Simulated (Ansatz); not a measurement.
# AlBrH4O2Se: the cost of one run

All numbers below are computed with Ansatz 0.2.0 (RKS PBE0-D4/def2-SVP).

### 1 The structure to begin with

Bond lengths: Al1–Br2 2.814 Å, Al1–O3 1.630 Å, Al1–O4 1.631 Å, Al1–Se6 2.815 Å, O3–H7 0.944 Å, O4–H8 0.944 Å, Se6–H9 1.447 Å. Angles: Br2–Al1–O3 104.1°, Br2–Al1–O4 104.8°, Br2–Al1–Se6 85.2°, O3–Al1–O4 138.2°, O3–Al1–Se6 106.5°, O4–Al1–Se6 105.4°, Al1–O3–H7 173.2°, Al1–O4–H8 177.7°, Al1–Se6–H9 92.6°.

Coordinates:

```xyz
9

Al   -0.4989    0.0809   -0.5015
Br    0.9155   -2.3305   -0.1794
O    -0.1473    0.5481   -2.0226
O    -1.8165   -0.0792    0.4468
H     1.7220   -0.7257    0.6811
Se    1.4863    1.1913    1.1570
H     0.1254    0.7297   -2.9084
H    -2.6008   -0.1736    0.9641
H     0.8143    0.7590    2.3630
```

### 2 A restrained relaxation towards end A

Springs on the bonds that form and break draw the guess towards this end; the thresholds are loose.

Input file input.yaml:

```yaml
crystal:
  periodic: [false, false, false]
  atoms:
    - { symbol: Al, position_ang: [-0.4989, 0.0809, -0.5015] }
    - { symbol: Br, position_ang: [0.9155, -2.3305, -0.1794] }
    - { symbol: O, position_ang: [-0.1473, 0.5481, -2.0226] }
    - { symbol: O, position_ang: [-1.8165, -0.0792, 0.4468] }
    - { symbol: H, position_ang: [1.722, -0.7257, 0.6811] }
    - { symbol: Se, position_ang: [1.4863, 1.1913, 1.157] }
    - { symbol: H, position_ang: [0.1254, 0.7297, -2.9084] }
    - { symbol: H, position_ang: [-2.6008, -0.1736, 0.9641] }
    - { symbol: H, position_ang: [0.8143, 0.759, 2.363] }
basis:
  gaussian: { orbitals: def2-SVP }
hamiltonian:
  xc: pbe0
  dispersion: d4
relax:
  f_tol: 0.15
  max_steps: 25
  restrain:
    - { distance: [0, 5], at: 3.71, k: 30.0 }
    - { distance: [4, 1], at: 2.81, k: 30.0 }
    - { distance: [0, 1], at: 2.41, k: 30.0 }
    - { distance: [4, 5], at: 1.51, k: 30.0 }
```

Command:

```sh
$ ansatz run input.yaml --threads 4 --pin off --max-ram 5120MiB --backend cpu --events-out ev --progress --plain --runs-dir out
```

Q: Estimate wall time and peak memory on 4 threads of Arm Neoverse N1, shared host.

About 54 s, with a peak of 0.38 GiB.
